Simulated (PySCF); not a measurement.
# A diatomic session: KTe+

What are the lowest state that PBE0 finds, the bond length, vibrational wavenumber and bond energy of KTe+, and how much do these hang on the method?

Program: PySCF 2.14.0. Level of theory: K def2-SVP, Te def2-SVP with ECP28, scalar-relativistic core potentials. These are calculated values, not measurements.

### Step 1. The job

A driver script around PySCF takes these settings:

```yaml
atoms: K, Te
charge: 1
basis: K def2-SVP, Te def2-SVP with ECP28
Hamiltonian: scalar-relativistic core potentials
basis_functions: 50
electrons_treated: 42
masses_in_u: 38.9637, 129.9062
levels: PBE0, PBE, r²SCAN, PBEsol, r²SCAN0, BP86, HF, MP2, SCS-MP2, CCSD, CCSD(T)
grid: 80 radial by 434 angular points
occupations: held fixed by the projection of orbital angular momentum
dissociation_limit: K+ + Te, each in its ground configuration
starting_distance_in_angstrom: 3.365
values_of_2S_to_try: 0, 2
```

On the command line:

```
> OMP_NUM_THREADS=1 python dia.py task.json out
```

The runs that follow: PBE0 along the bond; Other states along the same grid; PBE (GGA); r²SCAN; PBEsol; r²SCAN0 (hybrid meta-GGA); BP86 (GGA); UHF (mean field); MP2 and coupled cluster.

**Question.** What will these runs give? Wanted: for each run, Re; ωe; De; μ.

**Answer**, as computed:

Lowest PBE0 solution found, without spin–orbit coupling: ³Σ⁻ (triplet), unpaired electrons π ↑↑. State 2 has its PBE0 minimum 0.37 eV higher, as a spin-mixed determinant (⟨S²⟩ = 1.01), so this is no gap between pure states. State 3 has its PBE0 minimum 0.39 eV higher. State 4 has its PBE0 minimum 0.75 eV higher, as a spin-mixed determinant (⟨S²⟩ = 1.01), so this is no gap between pure states. The other levels ran on the lowest alone.

```
      level  Re (Å)  ωe (cm⁻¹)  De (eV)   μ (D)
        UHF   3.814       76.1    0.365  -12.34
    UHF-MP2   3.759       81.9    0.414     n/a
UHF-SCS-MP2   3.773       80.8    0.406     n/a
   UHF-CCSD   3.768       81.8    0.415     n/a
UHF-CCSD(T)   3.766       82.1    0.420     n/a
        PBE   3.681       84.0    0.463  -11.35
     PBEsol   3.641       85.2    0.466  -11.23
       BP86   3.712       79.6    0.405  -11.57
     r²SCAN   3.710       81.1    0.404  -11.75
       PBE0   3.674       83.8    0.433  -11.52
    r²SCAN0   3.692       82.3    0.404  -11.73
```

De is counted to K+ + Te in their ground configurations. A positive dipole points from K to Te; in an ion it is taken about the centre of mass and does not tell which atom is negative.

In words: Bond lengths run from 3.641 Å (PBEsol) to 3.814 Å (UHF). CCSD(T) can't serve as the judge here: for a weak bond in this basis it is far from its limit. Of the levels with a De here, UHF gives the least (0.365 eV) and PBEsol the most (0.466 eV).

Correlated steps freeze 9 core orbitals. Spin–orbit coupling is left out, which matters for elements this heavy, above all for dissociation energies. With spin–orbit coupling the term label itself may not hold.
